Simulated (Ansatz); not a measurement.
# CuH4: the cost of one run

The runs use Ansatz 0.2.0, Gaussian basis; def2-TZVPP, core rule «outside noble gas», up to 9 orbitals frozen.

To be run: UHF; CCSD(T) on ROHF; CCSD(T) on UHF; CCSDT(Q) on ROHF; CCSDT(Q) on UHF; CASSCF and NEVPT2, 15 electrons in 10 orbitals.

5 further runs of the same task are left out: 1 for a known fault of the program, 4 set aside as unsound or not needed.

## Step 1: What is computed

The geometry is a PBE0/def2-TZVP stationary point (not a proven minimum) of the parent state, kept for this charge and spin.

5 atoms, charge 0, spin multiplicity 4.

Atoms are counted from 1 here; the program's logs count them from 0.

Bond lengths: Cu1–H2 1.572 Å, Cu1–H3 1.572 Å, Cu1–H4 1.572 Å, Cu1–H5 1.572 Å. Angles: H2–Cu1–H3 35.7°, H2–Cu1–H4 144.3°, H2–Cu1–H5 180.0°, H3–Cu1–H4 180.0°, H3–Cu1–H5 144.3°, H4–Cu1–H5 35.7°.

As a file:

```xyz
5
charge 0, multiplicity 4
Cu    0.0000    0.0000    0.0000
H     0.0000    0.4816    1.4964
H     0.0000   -0.4816    1.4964
H     0.0000    0.4816   -1.4964
H     0.0000   -0.4816   -1.4964
```

## Step 2: UHF

The input, in.yaml:

```yaml
crystal:
  periodic: [false, false, false]
  atoms:
    - {symbol: Cu, position_ang: [0.000000, 0.000000, 0.000000]}
    - {symbol: H, position_ang: [0.000000, 0.481552, 1.496401]}
    - {symbol: H, position_ang: [0.000000, -0.481552, 1.496401]}
    - {symbol: H, position_ang: [0.000000, 0.481552, -1.496401]}
    - {symbol: H, position_ang: [0.000000, -0.481552, -1.496401]}
basis:
  gaussian: {orbitals: def2-TZVPP}
magnetization: {spin_polarized: true, initial_magnetization: 3}
hamiltonian: {xc: hf}
output: {orbitals: {seedname: orbitals}}
```

Run with:

```console
> ansatz run in.yaml --threads 1 --pin off --events-out ev --progress --plain --max-ram 4096MiB --backend cpu
```

**Question.** How long does this run take on 1 thread of AMD EPYC 7R13, shared host, and how much memory does it need?

About 30 s, with a peak of 0.32 GiB.
